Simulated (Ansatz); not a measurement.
**Tm2N: one candidate of a structure search**

The task: take a trial cell of Tm2N to zero force and stress.

Computed with Ansatz 0.2.0 (DFT PBE, scalar-relativistic, plane waves, PAW; 4f electrons in the core of a trivalent norm-conserving potential, unless a step's input says otherwise).

**1. The starting structure**

It takes space group Fd-3m (No. 227, cubic). The conventional cell has a = 8.153 Å, b = 8.153 Å, c = 8.153 Å, α = 90.00°, β = 90.00°, γ = 90.00°. Around Tm (site symmetry -3m) lie 2 N at 1.77 Å. Around N (site symmetry -43m) lie 4 Tm at 1.77 Å.

Structure file:

```
CELL_PARAMETERS angstrom
0.00000 4.07628 4.07628
4.07628 0.00000 4.07628
4.07628 4.07628 0.00000
ATOMIC_POSITIONS crystal
Tm 0.62500 0.62500 0.62500
Tm 0.62500 0.62500 0.12500
Tm 0.62500 0.12500 0.62500
Tm 0.12500 0.62500 0.62500
N 0.75000 0.75000 0.75000
N 0.50000 0.50000 0.50000
```

Recipe of the guess: random cell by space group and Wyckoff sites (Fd-3m, No. 227). Its size is a rough estimate.

**2. The guess as it stands, on a coarse mesh**

Contents of input.yaml:

```yaml
crystal:
  lattice:
    - [0.0, 4.07627608, 4.07627608]
    - [4.07627608, 0.0, 4.07627608]
    - [4.07627608, 4.07627608, 0.0]
  atoms:
    - { symbol: Tm, position: [0.625, 0.625, 0.625] }
    - { symbol: Tm, position: [0.625, 0.625, 0.125] }
    - { symbol: Tm, position: [0.625, 0.125, 0.625] }
    - { symbol: Tm, position: [0.125, 0.625, 0.625] }
    - { symbol: "N", position: [0.75, 0.75, 0.75] }
    - { symbol: "N", position: [0.5, 0.5, 0.5] }
basis:
  ecutwfc: 690
kpoints:
  mp_grid: { grid: [4, 4, 4] }
hamiltonian:
  xc: pbe
  pseudopotentials:
    kind: paw
    azcp: { Tm: "pseudopotentials/pbe/nc/lanthanide_3plus/Tm.nc.azcp" }
scf:
  occupations: { method: gaussian, width: 0.1 }
  lower_state_search: "off"
output:
  forces: true
  stress: true
  eigenvalues: true
```

Launch:

```sh
ansatz run input.yaml --threads 1 --pin off --max-ram 2560MiB --backend cpu --events-out ev --progress --plain --runs-dir out
```

Further runs follow: a loose first relaxation; relaxation on the finer mesh.

**Question.** What will these runs give? Wanted: conventional cell; volume; energy over the elements; gap on the mesh.

**Answer**, as computed:

| quantity | value |
| --- | --- |
| symmetry at the end (tolerance 0.05 Å) | space group Fd-3m (No. 227) |
| conventional cell | a = 10.094 Å, b = 10.094 Å, c = 10.094 Å, α = 90.00°, β = 90.00°, γ = 90.00° |
| volume | 42.85 Å³/atom |
| energy over the elements (uncorrected; H, N, O, F and Cl as molecules) | -0.15 eV/atom |
| gap on the mesh | none (metal) |

The space group Fd-3m (No. 227) is kept, and the volume per atom grows by 89.8 % from the first guess. A negative formation energy is needed for stability but isn't enough; other structures and compounds were not set against it here. No finished test with a distortion of lower symmetry is shown, so the end may be a saddle point. The runs treat Tm without spin-orbit coupling. The lanthanide's 4f electrons sit in the core of its potential, so it is trivalent by construction and shows no f bands or moments.

No U or exact exchange acts on the 4f shell of Tm, so a metallic reading can be the functional's.
